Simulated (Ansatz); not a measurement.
**C3H5AlO: up Jacob's ladder to CCSD(T)**

One table from this session's results is given with a row withheld; the runs are named, their logs left out.

Computed with Ansatz 0.2.0, Gaussian basis. Level: functionals in def2-TZVPP, the program's frozen cores in correlated methods.

Plan: LDA (SPW92), PBE-D4, revPBE-D4, BLYP-D4, r2SCAN-D4, B97M-V, PBE0-D4, B3LYP-D4, r2SCANh-D4, r2SCAN0-D4, HSE06-D4, BHLYP-D4, CAM-B3LYP-D4, LC-ωPBE, ωB97X-V, ωB97M-V, B2PLYP, PBE-QIDH; CCSD(T)/def2-SVP; CCSD(T)/def2-TZVPP; MP2/def2-QZVPP; extrapolation to the limit; RPA on PBE.

**Structure used throughout**

An earlier PBE0-D4 in a triple-zeta def2 set relaxation fixed the geometry.

SMILES `C#C[O][AlH][CH3]`, 10 atoms, charge 0, spin multiplicity 1.

Atoms are counted from 1 here; the program's logs count them from 0.

Bond lengths: C1–C2 1.201 Å, C1–H6 1.062 Å, C2–O3 1.281 Å, O3–Al4 1.731 Å, Al4–C5 1.934 Å, Al4–H7 1.574 Å, C5–H8 1.094 Å, C5–H9 1.095 Å, C5–H10 1.092 Å. Angles: C2–C1–H6 179.3°, C1–C2–O3 179.0°, C2–O3–Al4 131.1°, O3–Al4–C5 118.2°, O3–Al4–H7 111.9°, C5–Al4–H7 129.9°, Al4–C5–H8 110.6°, Al4–C5–H9 110.5°, Al4–C5–H10 112.7°, H8–C5–H9 106.4°, H8–C5–H10 108.3°, H9–C5–H10 108.1°.

Set-up of the first run:

Input file in.yaml:

```yaml
crystal:
  periodic: [false, false, false]
  atoms:
    - {symbol: C, position_ang: [0.099622, -1.213028, 2.477296]}
    - {symbol: C, position_ang: [-0.585504, -0.924641, 1.533402]}
    - {symbol: O, position_ang: [-1.332953, -0.626431, 0.536379]}
    - {symbol: Al, position_ang: [-0.979761, 0.200626, -0.942664]}
    - {symbol: C, position_ang: [0.827666, 0.823653, -1.231643]}
    - {symbol: H, position_ang: [0.694880, -1.473210, 3.317196]}
    - {symbol: H, position_ang: [-2.249733, 0.322868, -1.864096]}
    - {symbol: H, position_ang: [1.537871, -0.005409, -1.155152]}
    - {symbol: H, position_ang: [1.112636, 1.546712, -0.460888]}
    - {symbol: H, position_ang: [0.958377, 1.297662, -2.206929]}
basis:
  gaussian: {orbitals: def2-TZVPP}
hamiltonian: {xc: lda}
output: {orbitals: {seedname: orbitals}}
```

On the command line:

```bash
> ansatz run in.yaml --threads 2 --pin off --events-out ev --progress --plain --max-ram 4352MiB
```

Among the steps run: LDA; PBE-D4 (GGA); revPBE-D4 (GGA); BLYP-D4 (GGA); r2SCAN-D4 (meta-GGA); B97M-V (meta-GGA); B3LYP-D4 (hybrid); r2SCANh-D4 (hybrid); r2SCAN0-D4 (hybrid); HSE06-D4 (hybrid); BHLYP-D4 (hybrid); CAM-B3LYP-D4 (range-separated); LC-ωPBE (range-separated); ωB97X-V (range-separated); ωB97M-V (range-separated); B2PLYP (double hybrid); PBE-QIDH (double hybrid).

One of the session's tables, all rows but one given; the rest of the session is left out.

It belongs to the step «Frontier levels by functional». 

```
  functional  HOMO (eV)  gap (eV)
 LDA (SPW92)      -5.94      3.77
      PBE-D4      -5.73      3.79
   revPBE-D4      -5.65      3.81
     BLYP-D4      -5.59      3.75
   r2SCAN-D4      -5.93      4.35
      B97M-V      -5.93      4.14
     PBE0-D4          ?         ?
    B3LYP-D4      -6.72      5.34
  r2SCANh-D4      -6.40      5.07
  r2SCAN0-D4      -7.10      6.15
    HSE06-D4      -6.54      5.02
    BHLYP-D4      -8.05      7.65
CAM-B3LYP-D4      -8.32      8.07
     LC-ωPBE      -9.72     10.60
     ωB97X-V      -9.32     10.06
     ωB97M-V      -9.22      9.64
```

Estimate the missing values for PBE0-D4.

The run gave: HOMO (eV): -6.94; gap (eV): 5.79. In the column «HOMO (eV)» it lies between r2SCAN0-D4 (-7.10) and B3LYP-D4 (-6.72).
